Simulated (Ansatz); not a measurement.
HPbNO4:

```xyz
7
Lattice="4.2753 -0.0004 0.0064 -2.0840 5.2077 -0.0491 -2.1238 -1.8657 4.9149" Properties=species:S:1:pos:R:3 pbc="T T T"
H     2.2338   -1.5247    4.4769
Pb    0.1373    4.0030    0.6652
N    -2.0197    1.5311    2.4473
O     2.2736    4.7756    0.1022
O    -1.9905    2.6889    2.9560
O     2.2225    1.4102    1.1945
O    -2.0163    0.5081    3.1892
```

The cell was built by a generator and needn't be a form met in nature.

A run of Ansatz 0.2.0 on this cell left the log below. Logs are shortened: lines on timing, memory, paths and dates and some standing lists are left out, and cuts for length are marked.

```text
Warning: RAYON_NUM_THREADS=8 ignored (pool sized by the plan → 8); use --threads N
scf.n_extra_bands = 17 over 22 filled bands (N_el = 44.0): the run solves 39 bands
Engine: ansatz 0.2.0, x86_64-unknown-linux-gnu
Pseudopotentials: kind: paw
Pseudopotential: H, paw, valence charge 1, recommended cutoff 420 eV (normal), H.paw.azcp
Pseudopotential: Pb, paw, valence charge 14, recommended cutoff 420 eV (normal), Pb.paw.azcp
Pseudopotential: N, paw, valence charge 5, recommended cutoff 420 eV (normal), N.paw.azcp
Pseudopotential: O, paw, valence charge 6, recommended cutoff 420 eV (normal), O.paw.azcp
Functional definition: RPBE
  parameter kappa = 0.804
  parameter beta = 0.06672455060314922
  exchange = rpbe_x(kappa = kappa, mu = beta*pi^2/3)
  correlation = pbe_c(beta = beta)
Crystal: 7 atoms, lattice volume = 109.129 Å³
Basis set: ecut = 420 eV, 2143 PW (Γ), exchange–correlation on 60×80×80 points (8 copies of the dense FFT grid, shifted against one another)
Bands: 39, of which v1, the nominal top of the filled ones, is band 22 counted from 1 (21 counted from 0)
Symmetry: 1 space group operations
Space group: P1 (ITA 1), of the structure as read, at distance tolerance 4.8e-5 Å
k-points: 148 of 288 (time reversal used)
Non-local potential: H, projectors of the file, l = 0: 2, l = 1: 1
Non-local potential: Pb, projectors of the file, l = 0: 2, l = 1: 2, l = 2: 2, l = 3: 2
Non-local potential: N, projectors of the file, l = 0: 2, l = 1: 2, l = 2: 1
Non-local potential: O, projectors of the file, l = 0: 2, l = 1: 2, l = 2: 1
PAW form: soft (Blöchl's): semilocal exchange-correlation on the pseudo side does not see the compensation charge
PAW frozen core: Pb, regenerated for the run's functional, and the local potential with it (the file was generated under x = pbe(κ = 0.804, μ = 0.2195149727645171), c = pbe(β = 0.06672455060314922))
[... 25 lines left out ...]
E sigma→0 (E₀):  -14595.688961 eV
Fermi energy:    4.055884 eV
--- Per-component energies (eV) ---
  E_band       = -319.438429
  E_kinetic    = 1130.392002
  E_local      = -3801.085402  (includes V_loc(G=0)·N_el)
  E_nonlocal   = 585.843133
  E_hartree    = 1423.315104
  E_xc         = -583.915645
  E_vxc        = -592.237503  (∫ρ·V_xc dr)
  E_paw        = -11184.201950  (= ΣΔE_a)
  E_vpaw       = -488.990781  (= ΣTr[D̂ρ^β])
  E_aug_tail   = 0.008449  (compensation charges beyond the density's cutoff)
  E_ewald      = -2166.020832
  E_core_change = -0.023820  (= ΣΔE_core)
  E_smearing   = -0.000000  (= −TS)
  E_closure    = -0.000000  (closes the sum)
  Σ components = -14595.688961   (vs F -14595.688961, Δ=0.00e0)
--- Forces (eV/Å), atoms counted from 1 ---
  atom   1  H     -0.00021955    -0.08150535     0.06412175
  atom   2  Pb    -0.00117555    -0.10496927     0.08054599
  atom   3  N     -0.00168691     0.01620507    -0.01549393
  atom   4  O     -0.00000210     0.12746004    -0.09350870
  atom   5  O      0.00867572     0.29202003     0.07596583
  atom   6  O     -0.00730647     0.02040124    -0.29686749
  atom   7  O      0.00171730    -0.26947139     0.18522110
  max |Σ_I F_I| component: 1.40e-4 eV/Å
--- Stress (GPa, compression-positive) ---
        1.954788       0.010109       0.030141
        0.010110       2.621869       0.079370
        0.030141       0.079371       2.729753
  P = ⅓ Tr σ = 2.4355 GPa (24.355 kbar)
--- Band table (eV; the first three rows and the last of 148) ---
  k-point 0: bands = ["-23.4202", "-17.9338", "-17.9124", "-15.1681", "-12.7440", "-12.7385", "-12.6654", "-12.6500", "-12.4647", "-7.5053", "-5.3133", "-5.0472", "-4.9278", "-3.6151", "-0.7021", "-0.5693", "0.0570", "0.3601", "0.5694", "0.5876", "1.6460", "2.2075", "5.9867", "7.2413", "7.9541", "8.7138", "10.1422", "11.6974", "12.7609", "13.6430", "13.9090", "15.1991", "15.3512", "16.1837", "16.3060", "16.6910", "17.1448", "17.6506", "18.7171"]
  k-point 1: bands = ["-23.4191", "-17.9383", "-17.9119", "-15.1660", "-12.7491", "-12.7436", "-12.6650", "-12.6501", "-12.4587", "-7.4608", "-5.3149", "-5.0439", "-4.9296", "-3.7301", "-0.9632", "-0.3559", "0.1983", "0.3070", "0.5697", "0.7746", "1.6271", "2.1435", "5.9536", "7.1491", "7.7518", "9.1102", "10.1543", "11.5676", "12.6158", "13.8383", "14.1146", "14.7505", "15.4460", "16.0718", "16.3537", "16.8591", "16.9063", "17.9234", "18.6292"]
  k-point 2: bands = ["-23.4169", "-17.9471", "-17.9111", "-15.1618", "-12.7604", "-12.7519", "-12.6642", "-12.6504", "-12.4473", "-7.3671", "-5.3180", "-5.0487", "-4.9129", "-3.9673", "-1.1291", "-0.2758", "0.0234", "0.6086", "0.8314", "0.9637", "1.6025", "1.9759", "5.8864", "6.8679", "7.6867", "9.7058", "10.1784", "11.2522", "12.4502", "13.4961", "14.4734", "15.0562", "15.3985", "15.8889", "16.3867", "16.9249", "17.1619", "18.1422", "18.5197"]
  k-point 147: bands = ["-23.4115", "-17.9367", "-17.9135", "-15.0831", "-12.7728", "-12.7634", "-12.6660", "-12.6138", "-12.4163", "-7.2813", "-5.4950", "-5.0173", "-4.9682", "-4.2270", "-2.4450", "-0.1034", "0.3803", "0.4349", "0.6186", "1.5073", "1.9290", "2.6077", "5.8400", "6.9950", "8.1908", "8.6646", "10.9359", "11.1057", "12.1484", "13.9031", "14.5371", "14.7762", "15.7869", "16.0702", "16.6961", "17.1886", "17.3461", "18.1072", "18.5668"]
```

**Question.** Write the input and the command behind it.

**Answer.** Band structure with RPBE, no spin polarisation. The files as run (others can give the same):

input.yaml
```yaml
crystal:
  lattice:
    - [4.27531, -0.0004, 0.00636]
    - [-2.08399, 5.20775, -0.04907]
    - [-2.12377, -1.86574, 4.91491]
  atoms:
    - { symbol: H, position: [0.99073, 0.0333, 0.90994] }
    - { symbol: Pb, position: [0.50274, 0.81989, 0.14287] }
    - { symbol: "N", position: [0.00838, 0.47408, 0.50265] }
    - { symbol: O, position: [0.99816, 0.92741, 0.02877] }
    - { symbol: O, position: [0.19467, 0.73435, 0.60852] }
    - { symbol: O, position: [0.81673, 0.35882, 0.24556] }
    - { symbol: O, position: [0.01381, 0.33121, 0.65217] }
hamiltonian:
  xc: rpbe
  pseudopotentials: { kind: paw }
kpoints:
  mp_grid: { grid: [8, 6, 6] }
  band_path:
    path:
      - [[0.0, 0.5, 0.0], [0.0, 0.0, 0.0], [0.0, 0.0, -0.5]]
      - [[0.0, 0.5, -0.5], [0.0, 0.0, 0.0], [-0.5, 0.0, 0.5]]
      - [[-0.5, 0.5, 0.5], [0.0, 0.0, 0.0], [-0.5, 0.0, 0.0]]
      - [[-0.5, 0.5, 0.0], [0.0, 0.0, 0.0]]
    npoints: 10
scf:
  occupations: { method: fermi_dirac, width: 0.05 }
  n_extra_bands: 17
output:
  forces: true
  stress: true
  eigenvalues: true
  fatbands: false
```

Potentials or basis: Ansatz PAW.
Run with:
```sh
$ ansatz run input.yaml --threads 8 --pin off --max-ram 20480MiB --backend cpu --events-out ev --progress --plain --runs-dir out
```

Caveat: the pressure holds a Pulay correction of +0.5 GPa for the finite cutoff; spin-orbit coupling is left out, which as a rule narrows the gap of such compounds by several tenths of an eV; the PAW data sets come from PBE, with cores solved anew for the run's functional, which leaves a small shift of forces and pressure.
